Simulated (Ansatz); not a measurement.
Task: a ladder of methods at one geometry of AlFH4SSi, SMILES [F][AlH][S][SiH3], with Ansatz 0.2.0, Python API. Give the script and its output. Use (for the species named): MP2, def2-SVP basis, multiplicity 1. The script varies method: mp2, ccsd, ccsd_t.

```xyz
8

F     1.7394    1.7859    1.5200
Al    1.3871    1.0959   -0.1102
S     1.0707   -1.1408   -0.3165
Si   -0.9407   -0.9785    0.0112
H     1.2763    2.0243   -1.4179
H    -1.2785   -0.3811    1.3338
H    -1.5853   -2.3294   -0.0360
H    -1.5769   -0.1333   -1.0402
```

`methods_alfh4ssi.py`
```python
# -*- coding: utf-8 -*-
import warnings

import ansatz as az
from ase import Atoms

warnings.simplefilter("ignore", az.DeckWarning)

atoms = Atoms(["F", "Al", "S", "Si", "H", "H", "H", "H"], positions=[
    [1.7394, 1.7859, 1.52],
    [1.3871, 1.0959, -0.1102],
    [1.0707, -1.1408, -0.3165],
    [-0.9407, -0.9785, 0.0112],
    [1.2763, 2.0243, -1.4179],
    [-1.2785, -0.3811, 1.3338],
    [-1.5853, -2.3294, -0.036],
    [-1.5769, -0.1333, -1.0402],
])
molecule = az.Crystal.molecule_from_ase(atoms)

model = molecule.calculation().basis(gaussian="def2-SVP")

methods = ["mp2", "ccsd", "ccsd_t"]
reports = [model.correlation(m).run(threads=1, pin="off").report for m in methods]
print(f"Hartree-Fock reference {reports[0]['reference_energy_ev'] / 27.211386246:.6f} Ha")
best = reports[-1]["free_energy_ev"] - reports[-1]["reference_energy_ev"]
for method, each in zip(methods, reports):
    gained = each["free_energy_ev"] - each["reference_energy_ev"]
    print(f"{method:8s} total {each['free_energy_ev'] / 27.211386246:.6f} Ha  correlation {gained:9.4f} eV  ({100 * gained / best:.1f} % of the last)")
```

Output of `python methods_alfh4ssi.py`:
```text
Hartree-Fock reference -1029.887802 Ha
mp2      total -1030.369693 Ha  correlation  -13.1129 eV  (89.7 % of the last)
ccsd     total -1030.413155 Ha  correlation  -14.2956 eV  (97.8 % of the last)
ccsd_t   total -1030.425079 Ha  correlation  -14.6200 eV  (100.0 % of the last)
```

Total energies depend on the basis set; only differences at equal settings carry meaning. The geometry is a force-field or estimated start, not a minimum of this method, and the basis set is short of its limit. A lower total doesn't mark the better method: functionals have no common bound, and MP2 and coupled cluster aren't variational. Inner cores stay frozen, so this is valence correlation. Run time: 9.4 s on 1 thread of Arm Neoverse V1, on a shared host, peak memory 0.32 GiB.
